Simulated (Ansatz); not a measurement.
# Li+ with CH₆Si: structure and interaction energy

One table from this session's results is given with a row withheld; the runs are named, their logs left out.

Program: Ansatz 0.2.0, Gaussian basis. Level of theory: PBE0-D4 structure, single points in def2-TZVPPD. These are calculated values, not measurements.

Levels: PBE-D4, revPBE-D4, BLYP-D4, r2SCAN-D4, B97M-V, PBE0-D4, B3LYP-D4, HSE06-D4, wB97X-V, wB97M-V, B2PLYP, Hartree-Fock, MP2, CCSD, CCSD(T). The reference is CCSD(T) extrapolated to the basis limit.

Cores are frozen in the correlated methods. The outer core shell of Li, Na, Mg and K is correlated. B3LYP uses VWN-RPA correlation. B2PLYP carries no dispersion term here.

164 further runs of the same task are left out: 1 that didn't finish, 163 set aside as unsound or not needed.

### The starting structure

The pair, from a GFN2-xTB docking trial: 9 atoms, charge 1, spin multiplicity 1.

Atoms are counted from 1 here; the program's logs count them from 0.

Bond lengths: Li1–C2 2.275 Å, C2–Si3 1.946 Å, C2–H4 1.097 Å, C2–H5 1.098 Å, C2–H6 1.099 Å, Si3–H7 1.461 Å, Si3–H8 1.461 Å, Si3–H9 1.460 Å. Angles: Li1–C2–Si3 178.7°, Li1–C2–H4 72.8°, Li1–C2–H5 72.9°, Li1–C2–H6 71.5°, Si3–C2–H4 107.6°, Si3–C2–H5 108.0°, Si3–C2–H6 107.1°, H4–C2–H5 111.3°, H4–C2–H6 111.3°, H5–C2–H6 111.3°, C2–Si3–H7 104.3°, C2–Si3–H8 104.1°, C2–Si3–H9 104.5°, H7–Si3–H8 114.1°, H7–Si3–H9 114.1°, H8–Si3–H9 114.2°.

Coordinates:

```xyz
9
CH6LiSi
Li   -1.7639    1.3426   -1.8639
C    -0.3791    0.2738   -0.4096
Si    0.8065   -0.6029    0.8596
H    -1.3677   -0.1931   -0.3181
H     0.0375    0.1325   -1.4153
H    -0.4138    1.3382   -0.1386
H     0.2376   -0.2812    2.1658
H     2.1096    0.0092    0.6094
H     0.7332   -2.0191    0.5106
```

Atoms 1 to 1 are fragment A (Li+), the rest fragment B (CH₆Si).

The first run:

pre/in.yaml reads:

```yaml
crystal:
  periodic: [false, false, false]
  atoms:
    - {symbol: Li, position_ang: [-1.763900, 1.342600, -1.863900]}
    - {symbol: C, position_ang: [-0.379100, 0.273800, -0.409600]}
    - {symbol: Si, position_ang: [0.806500, -0.602900, 0.859600]}
    - {symbol: H, position_ang: [-1.367700, -0.193100, -0.318100]}
    - {symbol: H, position_ang: [0.037500, 0.132500, -1.415300]}
    - {symbol: H, position_ang: [-0.413800, 1.338200, -0.138600]}
    - {symbol: H, position_ang: [0.237600, -0.281200, 2.165800]}
    - {symbol: H, position_ang: [2.109600, 0.009200, 0.609400]}
    - {symbol: H, position_ang: [0.733200, -2.019100, 0.510600]}
basis:
  gaussian: {orbitals: def2-SVP}
total_charge: 1
hamiltonian: {xc: pbe, dispersion: d4}
relax: {f_tol: 0.03, max_steps: 250}
```

On the command line:

```console
ansatz run in.yaml --threads 2 --pin off --events-out ev --progress --plain --max-ram 5222MiB
```

Among the steps run: A first relaxation in a small basis; Relaxation at PBE0-D4; wB97X-V/def2-TZVPPD; wB97M-V/def2-TZVPPD; B2PLYP/def2-TZVPPD; B97M-V/def2-TZVPPD; CCSD(T)/def2-TZVPPD; MP2/def2-QZVPPD; Hartree-Fock/STO-3G; SPW92/def2-SVP; wB97M-V/def2-SVP; CCSD(T)/def2-SVP; Vibrations of the pair.

One of the session's tables, all rows but one given; the rest of the session is left out.

```
      method  interaction (meV)
      PBE-D4                  ?
   revPBE-D4               -790
     BLYP-D4               -820
   r2SCAN-D4               -756
      B97M-V               -729
     PBE0-D4               -831
    B3LYP-D4               -832
    HSE06-D4               -832
     wB97X-V               -800
     wB97M-V               -805
      B2PLYP               -812
Hartree-Fock               -749
         MP2               -766
        CCSD               -760
     CCSD(T)               -757
 CCSD(T)/CBS               -786
```

**Question.** Estimate the row for PBE-D4.

As computed: interaction (meV): -830. In the column «interaction (meV)» it lies between PBE0-D4 (-831) and BLYP-D4 (-820).

For cost: revPBE-D4 gets within 4 meV in 5.8 s, where CCSD(T)/CBS took 2.1 min.
